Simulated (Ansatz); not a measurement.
**AlGaO (singlet): from Hartree-Fock to the top rungs, cc-pVDZ**

Aim: climb from Hartree-Fock through coupled cluster for AlGaO (singlet) at one geometry and basis, and see what each rung misses.

Method: cc-pVDZ, core rule «outside noble gas», up to 20 orbitals frozen; program: Ansatz 0.2.0, Gaussian basis.

The runs, in order: UHF; CCSD(T) on RHF; BCCD(T) on RHF; CISD; CCSDT(Q) on RHF.

35 further runs of the same task are left out: 12 for a known fault of the program, 13 that didn't finish, 10 set aside as unsound or not needed.

## (1) What is computed

The geometry is a PBE0/def2-TZVP stationary point (not a proven minimum) of the parent state, kept for this charge and spin. No spin-orbit coupling is included. The filled d shell of Ga may be among the frozen orbitals whatever the setting's name suggests; the logs give the count.

3 atoms, charge 0, spin multiplicity 1.

Atoms are counted from 1 here; the program's logs count them from 0.

Bond lengths: Al1–O2 1.696 Å, O2–Ga3 1.801 Å. Angles: Al1–O2–Ga3 180.0°.

## (2) UHF

File in.yaml:

```yaml
crystal:
  periodic: [false, false, false]
  atoms:
    - {symbol: Al, position_ang: [0.000000, 0.000000, 1.730700]}
    - {symbol: O, position_ang: [0.000000, 0.000000, 0.035000]}
    - {symbol: Ga, position_ang: [0.000000, 0.000000, -1.765700]}
basis:
  gaussian: {orbitals: cc-pVDZ}
magnetization: {spin_polarized: true, initial_magnetization: 0}
hamiltonian: {xc: hf}
output: {orbitals: {seedname: orbitals}}
```

The run is started by

```sh
> ansatz run in.yaml --threads 1 --pin off --events-out ev --progress --plain --max-ram 2393MiB
```

After this run come: CCSD(T) on RHF; BCCD(T) on RHF; CISD; CCSDT(Q) on RHF.

Before running them: what should the planned runs give, taken together? Wanted: RCCSDT(Q) below the RHF energy; RMP2 from RCCSDT(Q); RCCSD from RCCSDT(Q); RCCSD(T) from RCCSDT(Q); T1 diagnostic.

The runs gave:

```
                         quantity            value
   RCCSDT(Q) below the RHF energy       -8.3584 eV
              RMP2 from RCCSDT(Q)       +837.4 meV
             RCCSD from RCCSDT(Q)       +298.0 meV
          RCCSD(T) from RCCSDT(Q)        +47.3 meV
levels within 1 kcal/mol (43 meV)  BCCD(T), RCCSDT
                    T1 diagnostic            0.022
```

**Reading.** RCCSD(T) misses by +47.3 meV, 0.6 % of the correlation energy. These misses are within one basis, not against nature.
